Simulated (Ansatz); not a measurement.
Working through a scan of one input key of LuAg₃, space group Fm-3m

Program: Ansatz 0.2.0, Python API.

The script reads `luag3.extxyz`:
```text
4
Lattice="0.0 3.38159123 3.38159123 3.38159123 0.0 3.38159123 3.38159123 3.38159123 0.0" Properties=species:S:1:pos:R:3 pbc="T T T"
Lu    0.00000000    0.00000000    0.00000000
Ag    1.69079562    1.69079562    1.69079562
Ag    5.07238685    5.07238685    5.07238685
Ag    3.38159123    3.38159123    3.38159123
```

Interactive session:
```pycon
>>> from dataclasses import dataclass
>>> import ansatz as az
>>> @dataclass
... class RunConfig:
...     xc: str = 'lda'
...     smearing: str = 'fermi_dirac'
...
>>> opts = RunConfig()
>>> crystal = az.Crystal.from_extxyz('luag3.extxyz')
>>> setup = (
...     crystal.calculation()
...     .functional(opts.xc)
...     .kpoints(6, center='gamma')
...     .occupations(opts.smearing)
...     .band_table()
... )
>>> typed = setup.input()
>>> rows = []
>>> for value in [4, 6, 9]:
...     edited = typed.set(az.key.basis.ecutrho_ratio, value)
...     r = az.Session.from_dict(edited).plan().execute().report
...     rows.append((value, r['free_energy_ev'], r['n_iterations'], len(r['eigenvalues_ev'][0]) if 'eigenvalues_ev' in r else 0))
...
DeckWarning: basis.ecutwfc = 420 eV, auto-derived from the records' recommended cutoffs: set by Lu (normal level)
>>> lines = [','.join(['density ratio', 'F eV', 'iterations', 'bands listed'])] + [','.join(f'{v:.4f}' if isinstance(v, float) else str(v) for v in row) for row in rows]
>>> print('\n'.join(lines))
density ratio,F eV,iterations,bands listed
4,-36868.2624,9,50
6,-36868.2624,9,50
9,-36868.2624,9,50
>>> with open('edit.csv', 'w') as handle:
...     handle.write('\n'.join(lines) + '\n')
...
100
```

Total energies depend on the potentials; only differences at equal settings carry meaning. A total without «per atom» is that of the cell as typed. The mesh is modest for a metal, so energies can be off by several to tens of meV an atom and pressures by half a GPa or more; differences at equal mesh fare better. This cell is a computed structure, which may not be the phase found in nature. Warnings are shown shortened and without file and line. Wall time of the script: 12 s on 1 thread of Arm Neoverse V2, on a shared host, peak memory 0.47 GiB.

(Lines on the test bed's own set-up are left out of the output.)
